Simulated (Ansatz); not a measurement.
# RuC5: the cost of one run

Method: DFT PBE, scalar-relativistic, plane waves, PAW, in Ansatz 0.2.0.

## Step 1: Starting point

The structure is hexagonal, space group P6/mmm (No. 191). The conventional cell has a = 4.469 Å, b = 4.469 Å, c = 5.072 Å, α = 90.00°, β = 90.00°, γ = 120.00°. Around Ru (site symmetry 6/mmm) lie 8 C at 1.78 to 2.23 Å. C (site symmetry mmm) is surrounded by 2 Ru at 2.23 Å and 4 C at 2.23 Å. C (site symmetry 6mm) is surrounded by 1 C at 1.51 Å and 1 Ru at 1.78 Å.

As a file:

```
CELL_PARAMETERS angstrom
4.46922 0.00000 0.00000
-2.23461 3.87046 0.00000
0.00000 0.00000 5.07229
ATOMIC_POSITIONS crystal
Ru 0.00000 0.00000 0.50000
C 0.50000 0.00000 0.50000
C 0.00000 0.50000 0.50000
C 0.50000 0.50000 0.50000
C 0.00000 0.00000 0.14893
C 0.00000 0.00000 0.85107
```

A structure generator made this guess: random cell by space group and Wyckoff sites (P6/mmm, No. 191). The dimensions are guesses.

## Step 2: A first look at the guess

The input, input.yaml:

```yaml
crystal:
  lattice:
    - [4.46922266, 0.0, 0.0]
    - [-2.23461133, 3.87046036, 0.0]
    - [0.0, 0.0, 5.07228644]
  atoms:
    - { symbol: Ru, position: [0.0, 0.0, 0.5] }
    - { symbol: C, position: [0.5, 0.0, 0.5] }
    - { symbol: C, position: [0.0, 0.5, 0.5] }
    - { symbol: C, position: [0.5, 0.5, 0.5] }
    - { symbol: C, position: [0.0, 0.0, 0.14892696] }
    - { symbol: C, position: [0.0, 0.0, 0.85107304] }
basis:
  ecutwfc: 420
kpoints:
  mp_grid: { grid: [6, 6, 4] }
hamiltonian:
  xc: pbe
scf:
  occupations: { method: gaussian, width: 0.1 }
  lower_state_search: "off"
output:
  forces: true
  stress: true
  eigenvalues: true
```

Command:

```bash
> ansatz run input.yaml --threads 1 --pin off --max-ram 2560MiB --backend cpu --events-out ev --progress --plain --runs-dir out
```

Q: Estimate wall time and peak memory on 1 thread of Intel Xeon 6975P-C (Granite Rapids), shared host.

About 1.4 s, with a peak of 0.36 GiB.
